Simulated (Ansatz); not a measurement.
Born–Oppenheimer molecular dynamics of a periodic cell of 24 atoms, CsCdBO₃ (host CsCdBO3, host structure P2_13). It starts from an unrelaxed structure (largest force component 0.66 eV/Å).

Method: Ansatz, DFT r2SCAN, scalar-relativistic, plane waves, PAW. Settings: accuracy low, cutoff 500 eV, k mesh 2x2x2, fermi-dirac smearing 0.05 eV, no spin polarisation.

```
ensemble        : NVT, Langevin thermostat
time step       : 1 fs
steps asked     : 90
set temperature : 900 K
friction        : 0.05 /fs
seed            : 422594
```

Frames 1 fs apart, positions in Å.

Velocities at 0 fs (Å/ps):

```
Cs 2.80 0.23 -0.53
Cs 0.26 -0.36 -2.51
Cs -2.02 2.45 1.11
Cs 0.83 1.96 -2.12
Cd -1.73 3.14 -2.78
Cd -2.45 -3.01 1.30
Cd 3.84 -0.97 -0.52
Cd 1.22 0.65 3.58
B -8.56 19.41 13.61
B -1.20 -3.88 -13.16
B -12.26 0.00 2.83
B -12.16 1.27 6.43
O 3.90 -4.55 4.44
O -1.01 5.29 -2.62
O 13.94 -2.33 6.55
O 5.52 -12.96 -5.33
O 10.89 -5.05 -4.29
O 3.49 -7.69 1.32
O -1.64 -0.89 -0.84
O -15.18 2.39 3.21
O -11.18 -11.86 9.94
O -0.74 -3.71 6.33
O -12.17 -3.36 -2.94
O 5.50 -0.96 0.19
```

```xyz
24
Lattice="7.7182 0.0000 0.0000 0.0000 7.7182 0.0000 0.0000 0.0000 7.7182" Properties=species:S:1:pos:R:3 time_fs=0 energy_less_start_eV=0.000 T=862
Cs 4.934 1.075 2.784
Cs 1.075 2.784 4.934
Cs 2.784 4.934 1.075
Cs 6.644 6.644 6.644
Cd 4.981 2.738 6.597
Cd 1.121 1.121 1.121
Cd 6.597 4.981 2.738
Cd 2.738 6.597 4.981
B 4.622 4.622 4.622
B 3.097 0.762 6.956
B 0.762 6.956 3.097
B 6.956 3.097 0.762
O 4.037 0.685 5.911
O 1.808 0.178 3.174
O 4.545 5.667 3.681
O 0.178 3.174 1.808
O 5.667 3.681 4.545
O 0.685 5.911 4.037
O 3.681 4.545 5.667
O 5.911 4.037 0.685
O 3.174 1.808 0.178
O 7.540 7.033 2.051
O 2.051 7.540 7.033
O 7.033 2.051 7.540
24
Lattice="7.7182 0.0000 0.0000 0.0000 7.7182 0.0000 0.0000 0.0000 7.7182" Properties=species:S:1:pos:R:3 time_fs=1 energy_less_start_eV=0.055 T=812
Cs 4.936 1.075 2.784
Cs 1.075 2.783 4.932
Cs 2.783 4.936 1.076
Cs 6.645 6.646 6.641
Cd 4.979 2.741 6.594
Cd 1.119 1.119 1.123
Cd 6.600 4.980 2.737
Cd 2.739 6.597 4.984
B 4.613 4.641 4.633
B 3.095 0.759 6.945
B 0.750 6.954 3.099
B 6.945 3.099 0.767
O 4.040 0.680 5.915
O 1.806 0.184 3.170
O 4.559 5.663 3.688
O 0.183 3.160 1.802
O 5.678 3.677 4.541
O 0.690 5.904 4.038
O 3.680 4.545 5.665
O 5.896 4.039 0.690
O 3.162 1.795 0.188
O 7.541 7.029 2.058
O 2.039 7.536 7.030
O 7.040 2.049 7.540
24
Lattice="7.7182 0.0000 0.0000 0.0000 7.7182 0.0000 0.0000 0.0000 7.7182" Properties=species:S:1:pos:R:3 time_fs=2 energy_less_start_eV=0.161 T=783
Cs 4.937 1.074 2.785
Cs 1.075 2.782 4.931
Cs 2.781 4.939 1.077
Cs 6.645 6.647 6.639
Cd 4.976 2.744 6.591
Cd 1.117 1.118 1.125
Cd 6.603 4.979 2.737
Cd 2.740 6.596 4.987
B 4.604 4.657 4.643
B 3.090 0.754 6.939
B 0.740 6.949 3.103
B 6.935 3.102 0.771
O 4.042 0.676 5.919
O 1.806 0.192 3.166
O 4.573 5.658 3.693
O 0.188 3.149 1.792
O 5.687 3.676 4.537
O 0.695 5.898 4.037
O 3.679 4.545 5.662
O 5.882 4.040 0.695
O 3.151 1.781 0.198
O 7.542 7.025 2.064
O 2.026 7.532 7.028
O 7.049 2.044 7.539
24
Lattice="7.7182 0.0000 0.0000 0.0000 7.7182 0.0000 0.0000 0.0000 7.7182" Properties=species:S:1:pos:R:3 time_fs=3 energy_less_start_eV=0.292 T=636
Cs 4.938 1.074 2.786
Cs 1.075 2.780 4.931
Cs 2.781 4.941 1.077
Cs 6.646 6.649 6.637
Cd 4.974 2.746 6.587
Cd 1.115 1.117 1.125
Cd 6.605 4.979 2.737
Cd 2.741 6.594 4.989
B 4.598 4.670 4.654
B 3.082 0.749 6.936
B 0.732 6.944 3.106
B 6.926 3.104 0.774
O 4.043 0.672 5.923
O 1.808 0.202 3.166
O 4.584 5.655 3.700
O 0.192 3.142 1.782
O 5.697 3.676 4.536
O 0.701 5.892 4.033
O 3.680 4.545 5.660
O 5.870 4.039 0.699
O 3.140 1.766 0.208
O 7.540 7.023 2.073
O 2.012 7.529 7.027
O 7.057 2.038 7.538
24
Lattice="7.7182 0.0000 0.0000 0.0000 7.7182 0.0000 0.0000 0.0000 7.7182" Properties=species:S:1:pos:R:3 time_fs=4 energy_less_start_eV=0.420 T=576
Cs 4.939 1.073 2.788
Cs 1.075 2.778 4.931
Cs 2.780 4.944 1.077
Cs 6.646 6.651 6.635
Cd 4.973 2.746 6.582
Cd 1.112 1.116 1.126
Cd 6.606 4.981 2.738
Cd 2.743 6.593 4.991
B 4.594 4.678 4.665
B 3.070 0.743 6.934
B 0.726 6.941 3.108
B 6.916 3.107 0.774
O 4.043 0.669 5.928
O 1.809 0.212 3.166
O 4.591 5.654 3.707
O 0.195 3.135 1.773
O 5.706 3.675 4.536
O 0.706 5.888 4.028
O 3.682 4.546 5.656
O 5.860 4.035 0.701
O 3.130 1.754 0.217
O 7.539 7.021 2.082
O 1.999 7.527 7.026
O 7.061 2.033 7.537
24
Lattice="7.7182 0.0000 0.0000 0.0000 7.7182 0.0000 0.0000 0.0000 7.7182" Properties=species:S:1:pos:R:3 time_fs=5 energy_less_start_eV=0.530 T=544
Cs 4.940 1.073 2.789
Cs 1.075 2.777 4.931
Cs 2.779 4.947 1.077
Cs 6.646 6.653 6.633
Cd 4.973 2.745 6.579
Cd 1.108 1.116 1.127
Cd 6.606 4.984 2.739
Cd 2.744 6.591 4.993
B 4.595 4.683 4.676
B 3.059 0.735 6.934
B 0.722 6.938 3.111
B 6.908 3.109 0.773
O 4.040 0.664 5.935
O 1.810 0.220 3.166
O 4.598 5.654 3.713
O 0.198 3.129 1.763
O 5.715 3.675 4.536
O 0.710 5.886 4.022
O 3.687 4.545 5.653
O 5.849 4.028 0.702
O 3.120 1.744 0.226
O 7.536 7.018 2.089
O 1.987 7.524 7.025
O 7.063 2.029 7.537
24
Lattice="7.7182 0.0000 0.0000 0.0000 7.7182 0.0000 0.0000 0.0000 7.7182" Properties=species:S:1:pos:R:3 time_fs=6 energy_less_start_eV=0.624 T=529
Cs 4.941 1.071 2.791
Cs 1.075 2.775 4.932
Cs 2.777 4.949 1.078
Cs 6.647 6.654 6.632
Cd 4.972 2.744 6.575
Cd 1.104 1.115 1.128
Cd 6.607 4.986 2.740
Cd 2.745 6.590 4.995
B 4.599 4.685 4.686
B 3.052 0.724 6.934
B 0.716 6.935 3.112
B 6.903 3.112 0.775
O 4.035 0.658 5.944
O 1.810 0.228 3.168
O 4.605 5.651 3.717
O 0.198 3.123 1.752
O 5.721 3.676 4.536
O 0.711 5.888 4.017
O 3.692 4.542 5.652
O 5.837 4.019 0.703
O 3.111 1.732 0.234
O 7.533 7.014 2.098
O 1.977 7.522 7.024
O 7.064 2.025 7.536
24
Lattice="7.7182 0.0000 0.0000 0.0000 7.7182 0.0000 0.0000 0.0000 7.7182" Properties=species:S:1:pos:R:3 time_fs=7 energy_less_start_eV=0.705 T=558
Cs 4.944 1.069 2.793
Cs 1.076 2.774 4.934
Cs 2.775 4.951 1.079
Cs 6.648 6.656 6.630
Cd 4.970 2.742 6.573
Cd 1.101 1.115 1.129
Cd 6.606 4.987 2.742
Cd 2.747 6.590 4.996
B 4.604 4.685 4.690
B 3.046 0.715 6.933
B 0.711 6.933 3.112
B 6.899 3.113 0.777
O 4.027 0.654 5.955
O 1.811 0.235 3.170
O 4.611 5.648 3.720
O 0.200 3.115 1.742
O 5.724 3.678 4.537
O 0.713 5.891 4.010
O 3.695 4.539 5.651
O 5.824 4.010 0.703
O 3.104 1.722 0.240
O 7.531 7.009 2.108
O 1.968 7.518 7.021
O 7.066 2.022 7.536
24
Lattice="7.7182 0.0000 0.0000 0.0000 7.7182 0.0000 0.0000 0.0000 7.7182" Properties=species:S:1:pos:R:3 time_fs=8 energy_less_start_eV=0.759 T=580
Cs 4.947 1.067 2.795
Cs 1.078 2.774 4.936
Cs 2.773 4.952 1.081
Cs 6.649 6.659 6.628
Cd 4.969 2.740 6.570
Cd 1.097 1.114 1.131
Cd 6.606 4.987 2.744
Cd 2.749 6.590 4.998
B 4.610 4.681 4.693
B 3.041 0.707 6.931
B 0.709 6.935 3.115
B 6.898 3.113 0.776
O 4.018 0.654 5.966
O 1.812 0.242 3.171
O 4.616 5.649 3.722
O 0.201 3.107 1.734
O 5.727 3.679 4.539
O 0.715 5.896 4.005
O 3.696 4.536 5.650
O 5.811 4.002 0.703
O 3.099 1.712 0.247
O 7.529 7.004 2.120
O 1.960 7.514 7.016
O 7.067 2.018 7.534
```

Of the whole run (90 fs, mean temperature of the second half 872 K): A run of 0.09 ps of so small a system gives no equilibrium averages. Limits of this set-up: low accuracy level.

Run time: 21 min on 4 threads of AMD EPYC 7R13 Processor (Zen 3) (shared host), peak memory 2.6 GiB.
